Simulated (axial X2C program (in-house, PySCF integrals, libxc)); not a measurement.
# GeN⁻: from the state search to constants

What are the state, bond length, wavenumber and bond energy of GeN⁻, and what does spin–orbit coupling change?

Method: all-electron X2C, Ge dyall-acv3z, N dyall-av3z; program: an in-house X2C program for linear molecules on PySCF integrals.

All values are calculated.

## 1. Input

File task.json:

```json
{"zs": [32, 7], "q": -1, "bas": ["dyall-acv3z", "dyall-av3z"], "levels": ["PBE0", "HF", "r2SCAN"], "cc": true, "r0": 1.71, "thr": -1.0, "nmax": 90, "npts": 10, "nst": 2, "ntry": 6}
```

Keys: zs atomic numbers; q charge; bas basis sets; levels methods (HF also brings MP2); cc coupled cluster on or off; r0 starting distance in Å; thr threshold in hartree for freezing inner shells (an s shell follows its p shell); nmax most natural virtual spinors; npts points asked for on the curve; nst determinants followed; ntry starts of the search.

The run is started by

```
$ python so2c.py task.json out
```

Spin-free means the one-electron spin-free X2C Hamiltonian; two-component (2c) means X2C with spin–orbit coupling and atomic mean-field two-electron Coulomb and Gaunt terms. Basis: Ge dyall-acv3z contracted to [10s10p8d5f1g], N dyall-av3z contracted to [7s7p3d2f]; Gaussian nuclei, density fitting. Masses: Ge 73.921 u, N 14.003 u.

Notation: σ, π±, δ± give the projection m of an orbital's angular momentum (0, ±1, ±2), α and β its spin, Λ and M_S the sums; ω is the projection of a spinor's total angular momentum and Ω the sum. Logs are in hartree.

After this run come: PBE0, spin-free; HF, spin-free; r2SCAN, spin-free; Correlated methods, spin-free; PBE0, 2c; HF, 2c; r2SCAN, 2c; Correlated methods, 2c.

**Question.** What will these runs give? Wanted: for each run, Hamiltonian; Re; ωe; De; μ.

**Answer**, as computed:

Lowest determinant that the search found at its distance, spin-free: M_S = 0, Λ = 0 (closed shell).

Lowest determinant that the search found at its distance, 2c: Ω = 0 (closed shell).

```csv
Hamiltonian,level,Re (Å),ωe (cm⁻¹),De (eV),μ (D)
spin-free,PBE0,1.664,1000,4.81,-4.03
spin-free,HF,1.637,1112,0.516,-4.67
spin-free,MP2,1.741,770,5.77,n/a
spin-free,CCSD,1.683,968,4.49,n/a
spin-free,CCSD(T),1.701,912,5.00,n/a
spin-free,r2SCAN,1.670,978,4.89,-3.78
2c,PBE0,1.664,1000,4.80,-4.03
2c,r2SCAN,1.670,978,4.89,-3.78
```

Dipoles are positive if N is the positive end and refer to the centre of mass. No constants: 2c HF (the solution changes its character somewhere along the scan, so the fit is set aside); 2c MP2 (the reference changes its character somewhere along the scan, so the fit is set aside); 2c CCSD (the reference changes its character somewhere along the scan, so the fit is set aside); 2c CCSD(T) (the reference changes its character somewhere along the scan, so the fit is set aside).

**Reading.** At PBE0, going from spin-free to two-component changes Re by 0 mÅ, ωe by -0.1 %, which is small (part of it comes from the scalar share of the two-electron terms). De moves by 0.00 eV; both De rest on single-determinant atoms, which can miss part of an open shell's spin–orbit lowering.

De refers to Ge- + N, each in the lowest determinant found, which need not be this curve's own limit. Each curve is one determinant whose occupation by symmetry is held fixed; it was picked as the lowest of a PBE0 search that is not exhaustive. Closed shells are restricted here (equal orbitals for both partners), which fails at long range if the bond breaks into open shells. Dissociation energies refer to the lowest single-determinant-based atoms at the same level and basis. CCSD and (T) use frozen natural virtuals with an MP2 correction for the truncation. The meta-GGAs lack a current-density term, which matters for open shells with orbital currents, atoms included. With the outer-core shells frozen, correlated bond lengths of heavy atoms tend to come out a few hundredths of an ångström too long. T1 at Re is 0.025 (Lee–Taylor), above the customary mark of 0.02.
